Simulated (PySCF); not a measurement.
# GdH2O (Gd(H2O)3+): the cost of one run

Computed with PySCF 2.14.0. Level: several levels, as the steps say, no spin–orbit coupling.

4 further runs of the same task are left out: 2 for a known fault of the program, 2 that didn't finish.

## Step 1: The system as given

4 atoms, charge 3, spin multiplicity 1.

Bond lengths: Gd1–O2 2.207 Å, O2–H3 1.015 Å, O2–H4 1.015 Å. Angles: Gd1–O2–H3 128.9°, Gd1–O2–H4 128.9°, H3–O2–H4 102.1°.

Coordinates:

```xyz
4
charge 3, multiplicity 1
Gd    0.0000    0.0000   -0.0846
O     0.0000    0.0000    2.1223
H     0.7892    0.0000    2.7602
H    -0.7892    0.0000    2.7602
```

Formal oxidation states: Gd +3. Each metal's 7 4f electrons lie in its core potential, so multiplicities, spins and levels count the valence alone. An earlier session relaxed this geometry at PBE, Gd lcecp-1-SVP with ECP53, O def2-SVP, H def2-SVP (singlet, point group C2v).

At PBE on the finer grid: E = -110.857017 Eh, HOMO -26.35 eV, LUMO -21.67 eV, Mulliken charge on Gd1 +2.50 e, largest force component 0.003 eV/Å. 

Levels to run: B3LYP; TPSS; r2SCAN; CAM-B3LYP; PBE, TZVP; PBE0, SVP. Hardware: 2 threads of Arm Neoverse V2, shared host.

## Step 2: B3LYP

File run.py (the lines that set the calculation):

```python
mol = gto.M(atom='''
Gd     0.00000     0.00000    -0.08463
O      0.00000     0.00000     2.12225
H      0.78924     0.00000     2.76020
H     -0.78924     0.00000     2.76020''',
    basis={'Gd': 'lcecp-1-SVP', 'O': 'def2-SVP', 'H': 'def2-SVP'},
    ecp={'Gd': 'lcecp-1-SVP'},
    charge=3, spin=0)
mf = dft.RKS(mol, xc='B3LYP')
mf.grids.atom_grid = (75, 302)  # f atoms: unpruned, at least (60, 302)
mf = mf.density_fit()  # fitting sets: Gd AutoAux, O def2-universal-JKFIT, H def2-universal-JKFIT
mf.conv_tol = 1e-08; mf.max_cycle = 55
mf.kernel(dm0)  # dm0: the density of the relaxed state
```

Command:

```console
$ OMP_NUM_THREADS=2 python run.py
```

**Question.** How long does this run take on 2 threads of Arm Neoverse V2, shared host?

About 1.3 s.
